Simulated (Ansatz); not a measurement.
**HfH (quartet): r2SCAN, PBE0 over a scan of the distance Hf1–H2, def2-TZVP**

Aim: run HfH (quartet) with these functionals over a scan of the distance Hf1–H2, and hold them against the top wave-function level at the same points.

The runs use Ansatz 0.2.0, Gaussian basis; def2-TZVP, all electrons in the functionals.

The runs, in order: r2SCAN, PBE0, at 1.513 Å; 1.696 Å; 1.865 Å; 2.065 Å; 2.291 Å; 2.543 Å; 3.055 Å; 3.481 Å; 4.055 Å; 5.149 Å; 6.372 Å.

33 further runs of the same task are left out: 22 for a known fault of the program, 8 that didn't finish, 3 set aside as unsound or not needed.

**1. The geometry**

The geometry derives from a PBE0/def2-TZVP stationary point (not a proven minimum). One bond is set to the value named and the two fragments are kept rigid. No spin-orbit coupling is included. Elements past krypton take def2 core potentials.

2 atoms, charge 0, spin multiplicity 4.

Atoms are counted from 1 here; the program's logs count them from 0.

Bond lengths: Hf1–H2 1.865 Å.

No dispersion term is added.

The geometry shown and the zero of energy belong to the point 1.865 Å. The yardstick, FCI, and other wave-function levels (R restricted, U unrestricted, valence and pair active spaces) come from earlier runs.

**2. r2SCAN, 1.513 Å**

in.yaml

```yaml
crystal:
  periodic: [false, false, false]
  atoms:
    - {symbol: Hf, position_ang: [0.000000, 0.000000, 0.000000]}
    - {symbol: H, position_ang: [0.000000, 0.000000, 1.513000]}
basis:
  gaussian: {orbitals: def2-TZVP}
magnetization: {spin_polarized: true, initial_magnetization: 3}
hamiltonian: {xc: {name: r2SCAN}}
output: {forces: true}
```

Run with:

```
ansatz run in.yaml --threads 1 --pin off --events-out ev --progress --plain --max-ram 2393MiB
```

Further steps of the session: r2SCAN, 1.696 Å; r2SCAN, 1.865 Å; r2SCAN, 2.065 Å; r2SCAN, 2.291 Å; r2SCAN, 2.543 Å; r2SCAN, 3.055 Å; r2SCAN, 3.481 Å; r2SCAN, 4.055 Å; r2SCAN, 5.149 Å; r2SCAN, 6.372 Å; PBE0, 1.513 Å; PBE0, 1.696 Å; PBE0, 1.865 Å; PBE0, 2.065 Å; PBE0, 2.291 Å; PBE0, 2.543 Å; PBE0, 3.055 Å; PBE0, 3.481 Å; PBE0, 4.055 Å; PBE0, 5.149 Å; PBE0, 6.372 Å.

Before running them: what should the planned runs give, taken together? Wanted: span of the FCI curve; largest miss, r2SCAN; largest miss, PBE0.

As calculated:

```
             quantity                   value
span of the FCI curve            174.1 kJ/mol
 largest miss, r2SCAN  +73.4 kJ/mol (6.372 Å)
   largest miss, PBE0  +45.6 kJ/mol (6.372 Å)
```

What this shows: Of the functionals, PBE0 keep the smallest largest miss at the points compared (at most 45.6 kJ/mol) and r2SCAN strays most (73.4 kJ/mol, at 6.372 Å). Functionals and the yardstick converge differently with the basis, so part of each miss in def2-TZVP is the basis.
